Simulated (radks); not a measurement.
**Valence configurations of Er⁺**

The task here is to estimate one member of a computed series from the others.

The numbers are computed with radks (a radial shooting solver on a logarithmic mesh, Libxc functionals) version 1 (scalar-relativistic Kohn-Sham, PBE, spin-polarised, spherical densities, point nucleus; open shells are filled with parallel spins first), except any that are marked as measured or tabulated.

### The system

* element: erbium (Z = 68)
* charge: +1
* electrons: 67
* configuration: [Xe] 4f12 6s1
* others tried: 4f11 5d1 6s1; 4f12 6p1; 4f11 6s1 6p1; 4f11.5 5d0.5 6p1; 4f12.5 6s0.5; 4f10.5 5d1.5 6p1; 4f13; 4f11 6s2; 4f10.5 5d0.5 6s2

The outer shells:

Er⁺
```
[Xe] core
4f [↑↓][↑↓][↑↓][↑↓][↑↓][↑ ][↑ ]
6s [↑ ]
```

The first run:

The run's settings:

```text
Z 68
configuration [Xe] 4f12 6s1
relativity scalar-relativistic
functional pbe,pbe
spin polarised
nucleus point
c 137.035999084
```

Steps of the session up to this table: [Xe] 4f12 6s1.

One of the session's tables, all rows but one given; the rest of the session is left out.

It belongs to the step «[Xe] 4f12 6s1». Radial moments (bohr):

```
  level     <r>  outermost maximum (interpolated)  90 % within  nodes
  5s up   1.251                              1.11         1.81      4
5s down   1.255                              1.11         1.82      4
  5p up   1.492                              1.27         2.21      3
5p down       ?                                 ?            ?      ?
  4f up  0.8208                             0.509         1.44      0
  6s up   3.601                              3.15         5.25      5
4f down  0.8345                             0.510         1.47      0
6s down   3.556                              3.13         5.16      5
```

Q: Estimate the row for 5p down from the others.

The run gave: <r>: 1.495; outermost maximum (interpolated): 1.28; 90 % within: 2.21; nodes: 3. In the column «<r>» it lies between 5p up (1.492) and 6s down (3.556).
